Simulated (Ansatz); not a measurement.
**BGeH6N: two geometries relaxed**

Are the two ends of the inversion of the pyramid at N1 separate minima, and which lies lower? Each is relaxed from a guess. SMILES of the start: N[BH][GeH3].

Program: Ansatz 0.2.0. Level of theory: RKS B3LYP-D4/def2-SVP. These are calculated values, not measurements.

**1. The structure to begin with**

Bond lengths: N1–B2 1.477 Å, B2–Ge3 2.001 Å, N1–H4 1.030 Å, N1–H5 1.095 Å, B2–H6 1.200 Å, Ge3–H7 1.605 Å, Ge3–H8 1.496 Å, Ge3–H9 1.602 Å. Angles: N1–B2–Ge3 117.9°, N1–B2–H6 121.5°, Ge3–B2–H6 120.7°, B2–N1–H4 108.4°, B2–N1–H5 107.9°, H4–N1–H5 104.2°, B2–Ge3–H7 108.9°, B2–Ge3–H8 111.1°, B2–Ge3–H9 109.6°, H7–Ge3–H8 108.5°, H7–Ge3–H9 107.0°, H8–Ge3–H9 111.5°.

Structure file:

```xyz
9

N    -1.0466    0.6319   -1.1386
B     0.0017    0.7425   -0.1036
Ge    0.4689   -0.9034    0.9344
H    -0.6936    0.0297   -1.8965
H    -1.1618    1.6146   -1.6079
H     0.5661    1.7799    0.1079
H     2.0216   -1.2391    0.7075
H    -0.3411   -2.0762    0.4793
H     0.2734   -0.6263    2.5004
```

**2. Relaxing end A**

input.yaml

```yaml
crystal:
  periodic: [false, false, false]
  atoms:
    - { symbol: "N", position_ang: [-1.0466, 0.6319, -1.1386] }
    - { symbol: B, position_ang: [0.0017, 0.7425, -0.1036] }
    - { symbol: Ge, position_ang: [0.4689, -0.9034, 0.9344] }
    - { symbol: H, position_ang: [-0.6936, 0.0297, -1.8965] }
    - { symbol: H, position_ang: [-1.1618, 1.6146, -1.6079] }
    - { symbol: H, position_ang: [0.5661, 1.7799, 0.1079] }
    - { symbol: H, position_ang: [2.0216, -1.2391, 0.7075] }
    - { symbol: H, position_ang: [-0.3411, -2.0762, 0.4793] }
    - { symbol: H, position_ang: [0.2734, -0.6263, 2.5004] }
basis:
  gaussian: { orbitals: def2-SVP }
hamiltonian:
  xc: b3lyp
  dispersion: d4
relax:
  f_tol: 0.015
  max_steps: 40
```

Launch:

```bash
> ansatz run input.yaml --threads 1 --pin off --max-ram 2048MiB --backend cpu --events-out ev --progress --plain --runs-dir out
```

The log of the run (excerpt; [...] marks lines left out):

```text
Warning: RAYON_NUM_THREADS=1 ignored (pool sized by the plan → 1); use --threads N
[...]
Functional definition: B3LYP
[...]
997 factors; integrals over basis functions are off by at most 3.2e-4 eV
[...]
mean field -58774.79613762 eV, -2159.9339190697 hartree, gradient 2.8e-5 eV, S^2 0.000000; 0 other end points of the search recorded, 0 dependent functions left out
[...]
reference -58774.79639737 eV, -2159.9339286156 hartree; 25, 25 occupied and 65, 65 virtual orbitals, 997 factors
relax step   1: F+E_penalty+E_count = -58775.01687068 eV  Δ(F+E_penalty+E_count) = +0.000e0 eV  max|allowed force component| = 3.107e0 eV/Å  Δτ_max = 0.0000 Å  (25 SCF iters, accepted)
[...]
relax step   4: F+E_penalty+E_count = -58775.96813794 eV  Δ(F+E_penalty+E_count) = -1.226e-1 eV  max|allowed force component| = 5.171e-1 eV/Å  Δτ_max = 0.1996 Å  (27 SCF iters, accepted)
[...]
relax step   7: F+E_penalty+E_count = -58776.01074661 eV  Δ(F+E_penalty+E_count) = -4.775e-3 eV  max|allowed force component| = 3.587e-2 eV/Å  Δτ_max = 0.0807 Å  (28 SCF iters, accepted)
[...]
relax step  10: F+E_penalty+E_count = -58776.01329273 eV  Δ(F+E_penalty+E_count) = -7.824e-4 eV  max|allowed force component| = 3.694e-2 eV/Å  Δτ_max = 0.0245 Å  (29 SCF iters, accepted)
[...]
relax step  11: F+E_penalty+E_count = -58776.01377096 eV  Δ(F+E_penalty+E_count) = -4.782e-4 eV  max|allowed force component| = 1.270e-2 eV/Å  Δτ_max = 0.0179 Å  (29 SCF iters, accepted)
[...]
relax step  12: F+E_penalty+E_count = -58776.01382507 eV  Δ(F+E_penalty+E_count) = -5.411e-5 eV  max|allowed force component| = 1.125e-2 eV/Å  Δτ_max = 0.0223 Å  (29 SCF iters, accepted)
997 factors; integrals over basis functions are off by at most 4.0e-4 eV
[...]
mean field -58775.79551850 eV, -2159.9706456398 hartree, gradient 1.3e-5 eV, S^2 0.000000; 1 other end points of the search recorded, 0 dependent functions left out
[...]
reference -58775.79578008 eV, -2159.9706552528 hartree; 25, 25 occupied and 65, 65 virtual orbitals, 997 factors
Total energy: -58776.01408665 eV, -2159.9786778711 hartree
Atom 0 at    -0.798304     0.763238    -1.233047 Å, force     0.005359     0.002822     0.007399 eV/Å
Atom 1 at     0.069598     0.823973    -0.150623 Å, force    -0.006057     0.001762    -0.011252 eV/Å
Atom 2 at     0.543302    -0.891516     0.913338 Å, force     0.002380    -0.000859     0.008502 eV/Å
Atom 3 at    -1.240134    -0.091099    -1.556656 Å, force     0.006595     0.003367     0.000922 eV/Å
Atom 4 at    -1.054489     1.577985    -1.782157 Å, force    -0.004774    -0.000321     0.000544 eV/Å
Atom 5 at     0.537243     1.897390     0.150090 Å, force    -0.000154    -0.004658    -0.003977 eV/Å
Atom 6 at     2.060647    -1.199771     0.884303 Å, force    -0.008577    -0.000220    -0.000566 eV/Å
Atom 7 at    -0.179862    -2.145759     0.350526 Å, force     0.004111     0.003561     0.004323 eV/Å
Atom 8 at     0.150598    -0.780840     2.407125 Å, force     0.001117    -0.005454    -0.005895 eV/Å
Dipole moment:    -0.327941     0.182555    -0.465054 e Å
```

It took 50 s on 1 thread of Arm Neoverse V1, shared host; peak memory 0.18 GiB.

Relaxation path:

| step | energy from step 1 (eV) | largest force component (eV/Å) |
| --- | --- | --- |
| 1 | 0.0000 | 3.1065 |
| 2 | -0.5016 | 2.3170 |
| 3 | -0.8286 | 0.9226 |
| 4 | -0.9513 | 0.5171 |
| 5x | -0.9007 | 0.5230 |
| 6 | -0.9891 | 0.0757 |
| 7 | -0.9939 | 0.0359 |
| 8 | -0.9941 | 0.1052 |
| 9 | -0.9956 | 0.0585 |
| 10 | -0.9964 | 0.0369 |
| 11 | -0.9969 | 0.0127 |
| 12 | -0.9970 | 0.0113 |

Step 1 is the start. 1 step was tried and not accepted (marked x).

After: Bond lengths: N1–B2 1.389 Å, B2–Ge3 2.073 Å, N1–H4 1.015 Å, N1–H5 1.015 Å, B2–H6 1.209 Å, Ge3–H7 1.549 Å, Ge3–H8 1.553 Å, Ge3–H9 1.549 Å. Angles: N1–B2–Ge3 120.4°, N1–B2–H6 118.3°, Ge3–B2–H6 121.2°, B2–N1–H4 123.9°, B2–N1–H5 123.0°, H4–N1–H5 113.2°, B2–Ge3–H7 112.3°, B2–Ge3–H8 112.1°, B2–Ge3–H9 112.2°, H7–Ge3–H8 106.8°, H7–Ge3–H9 106.3°, H8–Ge3–H9 106.8°.

**3. Relaxing end B**

The second end starts from a geometry with the move made by hand.

input.yaml: that of step 2 with these lines changed.

```diff
@@ -6,4 +6,4 @@
     - { symbol: Ge, position_ang: [0.4689, -0.9034, 0.9344] }
-    - { symbol: H, position_ang: [-0.6936, 0.0297, -1.8965] }
-    - { symbol: H, position_ang: [-1.1618, 1.6146, -1.6079] }
+    - { symbol: H, position_ang: [-1.32899, -0.35632, -1.21169] }
+    - { symbol: H, position_ang: [-1.94231, 1.14041, -0.76668] }
     - { symbol: H, position_ang: [0.5661, 1.7799, 0.1079] }
@@ -20 +20,3 @@
   max_steps: 40
+output:
+  orbitals: {}
```

Launch:

```bash
> ansatz run input.yaml --threads 1 --pin off --max-ram 2048MiB --backend cpu --events-out ev --progress --plain --runs-dir out
```

The log of the run (excerpt; [...] marks lines left out):

```text
Warning: RAYON_NUM_THREADS=1 ignored (pool sized by the plan → 1); use --threads N
[...]
[... 1 set-up line as earlier in the session ...]
[...]
998 factors; integrals over basis functions are off by at most 5.0e-4 eV
[...]
mean field -58774.69098426 eV, -2159.9300547551 hartree, gradient 3.4e-5 eV, S^2 0.000000; 0 other end points of the search recorded, 0 dependent functions left out
[...]
reference -58774.69124060 eV, -2159.9300641756 hartree; 25, 25 occupied and 65, 65 virtual orbitals, 998 factors
relax step   1: F+E_penalty+E_count = -58774.91419581 eV  Δ(F+E_penalty+E_count) = +0.000e0 eV  max|allowed force component| = 2.538e0 eV/Å  Δτ_max = 0.0000 Å  (25 SCF iters, accepted)
[...]
relax step   3: F+E_penalty+E_count = -58775.77214211 eV  Δ(F+E_penalty+E_count) = -3.638e-1 eV  max|allowed force component| = 1.605e0 eV/Å  Δτ_max = 0.1999 Å  (26 SCF iters, accepted)
[...]
Total energy: -58776.01410707 eV, -2159.9786786216 hartree
Atom 0 at    -1.195958     0.612583    -0.904758 Å, force    -0.001404     0.002424    -0.001881 eV/Å
Atom 1 at    -0.136777     0.725057    -0.014068 Å, force    -0.000873    -0.001290    -0.000621 eV/Å
Atom 2 at     0.574205    -0.946501     0.986771 Å, force     0.001430    -0.000083     0.000827 eV/Å
Atom 3 at    -1.668416    -0.260794    -1.113787 Å, force     0.001210     0.001960     0.000981 eV/Å
Atom 4 at    -1.576254     1.404156    -1.414508 Å, force     0.000427    -0.001981    -0.000474 eV/Å
Atom 5 at     0.353036     1.816435     0.159348 Å, force    -0.000845    -0.003352     0.001394 eV/Å
Atom 6 at     2.070002    -1.216491     0.693243 Å, force    -0.000209     0.000101    -0.000810 eV/Å
Atom 7 at    -0.198457    -2.234986     0.593053 Å, force     0.000112     0.002042     0.000128 eV/Å
Atom 8 at     0.451318    -0.806068     2.523636 Å, force     0.000153     0.000178     0.000455 eV/Å
Dipole moment:    -0.416145     0.161877    -0.397468 e Å
```

Wall time 38 s (1 thread of Arm Neoverse V1, shared host); peak memory 0.18 GiB.

Step by step:

| step | energy from step 1 (eV) | largest force component (eV/Å) |
| --- | --- | --- |
| 1 | 0.0000 | 2.5384 |
| 2 | -0.4941 | 2.1771 |
| 3 | -0.8579 | 1.6052 |
| 4 | -1.0187 | 0.4152 |
| 5 | -1.0857 | 0.2368 |
| 6 | -1.0982 | 0.0797 |
| 7 | -1.0995 | 0.0263 |
| 8x | -1.0994 | 0.0332 |
| 9 | -1.0996 | 0.0034 |

Step 1 is the start. 1 step was tried and not accepted (marked x).

After: Bond lengths: N1–B2 1.388 Å, B2–Ge3 2.074 Å, N1–H4 1.015 Å, N1–H5 1.015 Å, B2–H6 1.209 Å, Ge3–H7 1.548 Å, Ge3–H8 1.553 Å, Ge3–H9 1.548 Å. Angles: N1–B2–Ge3 120.4°, N1–B2–H6 118.3°, Ge3–B2–H6 121.3°, B2–N1–H4 123.9°, B2–N1–H5 123.0°, H4–N1–H5 113.2°, B2–Ge3–H7 112.4°, B2–Ge3–H8 112.1°, B2–Ge3–H9 112.3°, H7–Ge3–H8 106.7°, H7–Ge3–H9 106.3°, H8–Ge3–H9 106.7°.

**4. Results**

```
                           quantity                     value
                              end A  10 moves, 0.997 eV lower
                              end B   7 moves, 1.100 eV lower
largest difference between the ends                    0.02 Å
            end B relative to end A                 -0.000 eV
```

In words: The two relaxations end at one structure, within 0.02 Å: no second minimum was found from this start, which doesn't rule one out.
